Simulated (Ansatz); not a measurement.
# NbN2: the cost of one run

Computed with Ansatz 0.2.0 (DFT PBE, scalar-relativistic, plane waves, PAW, unless a step's input says otherwise).

4 further runs of the same task are left out: 1 that didn't finish, 3 set aside as unsound or not needed.

### Step 1. Starting point

It takes space group R-3m (No. 166, trigonal). Conventional cell: a = 2.873 Å, b = 2.873 Å, c = 13.014 Å, α = 90.00°, β = 90.00°, γ = 120.00°. Around Nb (site symmetry -3m) lie 6 N at 1.98 Å. N (site symmetry 3m) is surrounded by 3 Nb at 1.98 Å.

As a file:

```
CELL_PARAMETERS angstrom
1.43627 0.82923 4.33791
-1.43627 0.82923 4.33791
0.00000 -1.65847 4.33791
ATOMIC_POSITIONS crystal
Nb 0.00000 0.00000 0.00000
N 0.75000 0.75000 0.75000
N 0.25000 0.25000 0.25000
```

(A quick probe on a coarse mesh, which set the mesh and smearing, is not shown.)

### Step 3. Coarse relaxation

Contents of input.yaml:

```yaml
crystal:
  lattice:
    - [1.4362729089, 0.8292325506, 4.337911602]
    - [-1.4362729089, 0.8292325506, 4.337911602]
    - [0.0, -1.6584651012, 4.337911602]
  atoms:
    - { symbol: Nb, position: [0.0, 0.0, 0.0] }
    - { symbol: "N", position: [0.75, 0.75, 0.75] }
    - { symbol: "N", position: [0.25, 0.25, 0.25] }
basis:
  ecutwfc: 420
kpoints:
  mp_grid: { grid: [6, 6, 6] }
hamiltonian:
  xc: pbe
scf:
  occupations: { method: gaussian, width: 0.1 }
  lower_state_search: "off"
output:
  forces: true
  stress: true
  eigenvalues: true
relax:
  adjacent_minimum: "off"
  f_tol: 0.04
  max_steps: 70
  cell: { stress_tol: 0.4 }
```

Run with:

```console
ansatz run input.yaml --threads 1 --pin off --max-ram 2560MiB --backend cpu --events-out ev --progress --plain --runs-dir out
```

**Question.** How long does this run take on 1 thread of Arm Neoverse V1, shared host, and how much memory does it need?

About 12 s, with a peak of 0.31 GiB.
